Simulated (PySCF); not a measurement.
# C5H2BrFO2: the cost of one run

Computed with PySCF 2.14.0 and routines of our own; the level stands in each step. Atoms count from 0.

## Step 1: The system as given

11 atoms, charge 0, multiplicity 1; geometry from: GFN2-xTB.

## Step 2: Magnetic properties: GIAO KT3/pcSseg-1

Job settings and geometry (Å):

```
{"job": {"kind": "mag", "xc": "KT3", "basis": "pcSseg-1", "isotopologues": 0}, "charge": 0, "multiplicity": 1}
O     -2.699610     1.198946     0.169786
C     -2.097508     0.180753     0.117876
F     -2.756252    -1.007139     0.132927
C     -0.661238    -0.012303     0.034466
C      0.338759     0.936195    -0.003186
C      1.538173     0.204140    -0.084150
Br     3.276466     0.892445    -0.167990
C      1.188460    -1.124327    -0.090046
O     -0.129969    -1.253841    -0.018910
H      0.219434     1.999556     0.023894
H      1.788709    -2.011754    -0.140631
```

Level: GIAO KT3/pcSseg-1 magnetisability, rotational g tensor and spin-rotation constants, non-relativistic, gas phase.

The run is started by

```
OMP_NUM_THREADS=1 python excited_run.py task.json out
```

This one command runs all jobs of the session in turn.

Q: Estimate the wall time and peak memory of this first job on 1 thread of Arm Neoverse V1, shared host.

About 45 s, with a peak of 0.72 GiB.
